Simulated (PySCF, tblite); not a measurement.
# C6H11BOSi: geometry, infrared bands and NMR shifts

Aim: predict the infrared bands and NMR shifts of C6H11BOSi (`C=CCCC1=CBO[SiH2]1`).

Programs: tblite 0.8.0 and PySCF 2.14.0, with density-fitted response routines of our own. Each step states its level of theory. These are calculated values for one molecule in the gas phase, unless marked as measured. Atoms are numbered from 0 throughout.

### 1 Starting geometry

20 atoms, charge 0, multiplicity 1; geometry from: force field or distance geometry start.

Bonds of the start (Å): C0–C1 1.33, C1–C2 1.51, C2–C3 1.52, C3–C4 1.49, C4–C5 1.32, C5–B6 1.57, B6–O7 1.48, O7–Si8 1.73, Si8–C4 1.83, C0–H9 1.09, C0–H10 1.09, C1–H11 1.09, C2–H12 1.10, C2–H13 1.12, C3–H14 1.12, C3–H15 1.12, C5–H16 1.09, B6–H17 1.17, Si8–H18 1.47, Si8–H19 1.46.

### 2 Geometry optimisation with GFN2-xTB

What the job is given:

```
{"job": {"kind": "relax", "xc": "GFN2-xTB", "basis": "xTB"}, "charge": 0, "multiplicity": 1}
C     -3.347300    -0.113800     0.790500
C     -2.656100    -0.730900    -0.166600
C     -1.327100    -0.200600    -0.646000
C     -0.242200    -0.342700     0.403800
C      1.081100     0.127800    -0.104700
C      1.390600     1.393600    -0.342600
B      2.886600     1.544500    -0.803100
O      3.645600     0.293300    -0.993500
Si     2.560900    -0.906000    -0.384800
H     -2.996800     0.804700     1.250000
H     -4.311600    -0.518700     1.114000
H     -3.056400    -1.642300    -0.604300
H     -1.046500    -0.760900    -1.550400
H     -1.452000     0.871400    -0.933600
H     -0.505800     0.239400     1.325400
H     -0.158600    -1.420000     0.711100
H      0.722200     2.228200    -0.155600
H      3.458500     2.529500    -0.520000
H      3.052800    -1.449900     0.889400
H      2.297100    -1.935900    -1.390100
```

On the command line:

```sh
OMP_NUM_THREADS=1 python probes_run.py task.json out
```

One launch serves the whole session: the jobs run in the order shown.

**Question.** This job is followed by: GFN2-xTB harmonic vibrations, gas phase; GIAO PBE0/pcSseg-1 NMR shielding, non-relativistic, gas phase. What will the session give for the following? strongest single infrared mode (GFN2-xTB); zero-point energy (GFN2-xTB); ¹³C shifts against TMS (PBE0/pcSseg-1); ¹H shifts against TMS (PBE0/pcSseg-1, means over atoms taken as alike); ¹¹B shifts against BF3·OEt2 (PBE0/pcSseg-1); ¹⁷O shifts against H2O (PBE0/pcSseg-1); ²⁹Si shifts against TMS (PBE0/pcSseg-1).

The runs gave:

```
                                                              quantity                                               value
                             strongest single infrared mode (GFN2-xTB)                               2293 cm⁻¹, 444 km/mol
                                          zero-point energy (GFN2-xTB)                                       95.9 kcal/mol
                                ¹³C shifts against TMS (PBE0/pcSseg-1)          187.6, 155.3, 147.0, 122.3, 44.4, 43.5 ppm
¹H shifts against TMS (PBE0/pcSseg-1, means over atoms taken as alike)  7.29, 6.18, 5.47, 5.37, 5.34, 5.28, 2.64, 2.15 ppm
                           ¹¹B shifts against BF3·OEt2 (PBE0/pcSseg-1)                                            44.9 ppm
                                ¹⁷O shifts against H2O (PBE0/pcSseg-1)                                           175.9 ppm
                               ²⁹Si shifts against TMS (PBE0/pcSseg-1)                                            -7.5 ppm
```

What this shows: The optimisation took 189 steps and gained 0.820 eV; among the close pairs (by a distance rule), B6–O7 changed most, from 1.476 to 1.355 Å. No mode is imaginary among the 54: a minimum at this level. The strongest single mode, at 2293 cm⁻¹, moves mainly H19 and H18. Unscaled tight-binding wavenumbers are off by several per cent, some by more. Its intensities can rank the bands wrongly. At PBE0/pcSseg-1: The largest span, 375 ppm, is at O7, where the paramagnetic term is -235 ppm.
